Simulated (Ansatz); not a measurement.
# BClF2H3N: the cost of one run

Program: Ansatz 0.2.0, Gaussian basis. Level of theory: PBE0-D4, def2-SVP first, then def2-TZVP. These are calculated values, not measurements.

152 further runs of the same task are left out: 152 set aside as unsound or not needed.

## 1. The system as given

The guess: 8 atoms, charge 0, spin multiplicity 1.

Atoms are counted from 1 here; the program's logs count them from 0.

Bond lengths: B1–N2 1.508 Å, B1–F3 1.323 Å, B1–F4 1.323 Å, N2–H7 1.012 Å, N2–H8 1.012 Å, H5–Cl6 1.518 Å. Angles: N2–B1–F3 118.4°, N2–B1–F4 118.4°, F3–B1–F4 116.9°, B1–N2–H7 115.9°, B1–N2–H8 115.9°, H7–N2–H8 110.6°.

Coordinates:

```xyz
8

B    -0.2911   -0.7114    0.0377
N    -0.2980    0.7955   -0.0243
F    -0.6119   -1.3865   -1.0537
F    -0.5476   -1.2936    1.1974
H     1.0958    0.6746   -0.0588
Cl    1.9904   -0.5513   -0.0340
H    -0.6920    1.2021   -0.8625
H    -0.6456    1.2706    0.7983
```

Distances that are to change: B1–Cl6 2.29 Å, N2–H5 1.40 Å, B1–N2 1.51 Å, H5–Cl6 1.52 Å.

## 2. Relaxing the guess with the reacting distances held

hold/in.yaml

```yaml
crystal:
  periodic: [false, false, false]
  atoms:
    - {symbol: B, position_ang: [-0.291100, -0.711400, 0.037700]}
    - {symbol: N, position_ang: [-0.298000, 0.795500, -0.024300]}
    - {symbol: F, position_ang: [-0.611900, -1.386500, -1.053700]}
    - {symbol: F, position_ang: [-0.547600, -1.293600, 1.197400]}
    - {symbol: H, position_ang: [1.095800, 0.674600, -0.058800]}
    - {symbol: Cl, position_ang: [1.990400, -0.551300, -0.034000]}
    - {symbol: H, position_ang: [-0.692000, 1.202100, -0.862500]}
    - {symbol: H, position_ang: [-0.645600, 1.270600, 0.798300]}
basis:
  gaussian: {orbitals: def2-SVP}
hamiltonian: {xc: pbe0, dispersion: d4}
relax: {f_tol: 0.04, max_steps: 150, escape_saddle: false, constraints: [{distance: [0, 5]}, {distance: [1, 4]}, {distance: [0, 1]}, {distance: [4, 5]}]}
```

On the command line:

```bash
> ansatz run in.yaml --threads 4 --pin off --events-out ev --progress --plain --max-ram 9574MiB
```

**Question.** How long does this run take on 4 threads of Intel Xeon at 2.50GHz, shared host?

About 14 s.
